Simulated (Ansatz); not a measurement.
# CH5FOSn (SMILES FC[O][SnH3]) at HF/3-21G

Aim: the vertical singlet–triplet gap of CH5FOSn at HF/3-21G, from 2 runs. 

The results are computed with Ansatz 0.2.0.

117 further runs of the same task are left out: 117 set aside as unsound or not needed. Runs told in other sessions of the task aren't counted.

## Step 1: The system as given

The species is CH5FOSn (9 atoms), meant as a singlet with charge 0. SMILES: `FC[O][SnH3]`. The shape is that of a PBE0-D4/def2-TZVP optimisation. This is one conformer, not always the lowest.

Bond lengths: F1–C2 1.398 Å, C2–O3 1.354 Å, O3–Sn4 1.991 Å, C2–H5 1.100 Å, C2–H6 1.095 Å, Sn4–H7 1.705 Å, Sn4–H8 1.700 Å, Sn4–H9 1.699 Å. Some angles: F1–C2–O3 110.7°, C2–O3–Sn4 118.4°, F1–C2–H5 105.2°, F1–C2–H6 106.7°, O3–C2–H5 113.4°, O3–C2–H6 109.7°, O3–Sn4–H7 106.3°, O3–Sn4–H8 101.6°, O3–Sn4–H9 108.3°, H5–C2–H6 110.9°.

## Step 2: A single-point energy at HF/3-21G

Contents of run.yaml:

```yaml
basis:
  gaussian: {orbitals: 3-21G-spherical.json}
crystal:
  periodic: [false, false, false]
  atoms:
    - {symbol: F, position_ang: [-0.596800, 1.754200, 0.031500]}
    - {symbol: C, position_ang: [-1.291500, 0.566100, 0.277800]}
    - {symbol: O, position_ang: [-0.736000, -0.463400, -0.405000]}
    - {symbol: Sn, position_ang: [1.239300, -0.701500, -0.319700]}
    - {symbol: H, position_ang: [-1.258800, 0.434000, 1.369300]}
    - {symbol: H, position_ang: [-2.319100, 0.724600, -0.066100]}
    - {symbol: H, position_ang: [1.690100, -0.390300, 1.294800]}
    - {symbol: H, position_ang: [1.407800, -2.333100, -0.765300]}
    - {symbol: H, position_ang: [1.953500, 0.363100, -1.434400]}
magnetization: {spin_polarized: false, initial_magnetization: 0}
hamiltonian: {xc: hf}
accuracy: high
output: {orbitals: {seedname: orbitals}}
```

The basis set 3-21G is read from a file made from the Basis Set Exchange's data (not shown).

Run with:

```console
$ ansatz run run.yaml --threads 1 --pin off --max-ram 3480MiB --events-out events.jsonl --progress --plain --runs-dir runs
```

Output:

```text
Warning: RAYON_NUM_THREADS=1 ignored (pool sized by the plan → 1); use --threads N
Functional definition: HF
  name "HF"
  exchange = exact_x
  correlation = 0
1484 factors; integrals over basis functions are off by at most 1.4e-8 eV
mean field evaluation 1: about -168984.7148 eV, gradient 3.4e1 eV
mean field evaluation 2: about -168985.0786 eV, gradient 3.4e1 eV
mean field evaluation 4: about -168987.4023 eV, gradient 2.3e0 eV
mean field evaluation 8: about -168987.4323 eV, gradient 2.3e-1 eV
mean field evaluation 16: about -168987.4325 eV, gradient 7.9e-9 eV
mean field -168987.43248720 eV, -6210.1736001090 hartree, gradient 3.3e-8 eV, S^2 0.000000; 0 other end points of the search recorded, 0 dependent functions left out
reference -168987.43248720 eV, -6210.1736001090 hartree; 39, 39 occupied and 29, 29 virtual orbitals, 1484 factors
Total energy: -168987.43248720 eV, -6210.1736001090 hartree
```

It took 2.5 s on 1 thread of Arm Neoverse V1, shared host; peak memory 0.19 GiB.

## Step 3: The triplet at the same level

Contents of input.yaml:

```yaml
crystal:
  periodic: [false, false, false]
  atoms:
    - {symbol: F, position_ang: [-0.596800, 1.754200, 0.031500]}
    - {symbol: C, position_ang: [-1.291500, 0.566100, 0.277800]}
    - {symbol: O, position_ang: [-0.736000, -0.463400, -0.405000]}
    - {symbol: Sn, position_ang: [1.239300, -0.701500, -0.319700]}
    - {symbol: H, position_ang: [-1.258800, 0.434000, 1.369300]}
    - {symbol: H, position_ang: [-2.319100, 0.724600, -0.066100]}
    - {symbol: H, position_ang: [1.690100, -0.390300, 1.294800]}
    - {symbol: H, position_ang: [1.407800, -2.333100, -0.765300]}
    - {symbol: H, position_ang: [1.953500, 0.363100, -1.434400]}
basis:
  gaussian: {orbitals: 3-21G-spherical.json}
accuracy: high
hamiltonian: {xc: hf}
magnetization: {spin_polarized: true, initial_magnetization: 2}
output: {orbitals: {seedname: orbitals}}
```

The basis set 3-21G is read from a file made from the Basis Set Exchange's data (not shown).

Run with:

```console
$ ansatz run input.yaml --threads 1 --pin off --max-ram 3480MiB --events-out events.jsonl --progress --plain --runs-dir runs
```

Output:

```text
Warning: RAYON_NUM_THREADS=1 ignored (pool sized by the plan → 1); use --threads N
Functional definition: HF
  name "HF"
  exchange = exact_x
  correlation = 0
1484 factors; integrals over basis functions are off by at most 1.4e-8 eV
mean field evaluation 1: about -168976.6525 eV, gradient 2.3e1 eV
mean field evaluation 2: about -168976.6931 eV, gradient 2.3e1 eV
mean field evaluation 4: about -168980.6629 eV, gradient 4.7e0 eV
mean field evaluation 8: about -168981.4106 eV, gradient 4.3e-1 eV
mean field evaluation 16: about -168981.4485 eV, gradient 2.7e-4 eV
mean field evaluation 32: about -168980.6739 eV, gradient 4.2e-1 eV
mean field evaluation 64: about -168978.0825 eV, gradient 1.3e1 eV
mean field evaluation 96: about -168981.4485 eV, gradient 1.2e-4 eV
mean field -168981.44850316 eV, -6209.9536927516 hartree, gradient 2.6e-8 eV, S^2 2.016760; 3 other end points of the search recorded, 0 dependent functions left out
reference -168981.44850316 eV, -6209.9536927516 hartree; 40, 38 occupied and 28, 30 virtual orbitals, 1484 factors
Total energy: -168981.44850316 eV, -6209.9536927516 hartree
```

It took 11 s on 1 thread of Arm Neoverse V1, shared host; peak memory 0.28 GiB.

## Step 4: What came out

Level: HF/3-21G.

| quantity | value |
| --- | --- |
| singlet: total energy | -6210.17360 Eh |
| singlet: HOMO energy | -11.55 eV |
| singlet: LUMO energy | 3.03 eV |
| singlet: HOMO–LUMO gap | 14.58 eV |
| triplet: total energy | -6209.95369 Eh |
| triplet: HOMO energy (highest over α and β) | -3.65 eV |
| triplet: LUMO energy (lowest over α and β) | -0.49 eV |
| triplet: ⟨S²⟩ | 2.017 |
| vertical energy of the triplet above the singlet | 5.984 eV |

**Reading.** At this shape the triplet lies 5.98 eV (138 kcal/mol) above the singlet. Relativity is left out (singlet) although the molecule holds a heavy atom. Relativity is left out (triplet) although the molecule holds a heavy atom.
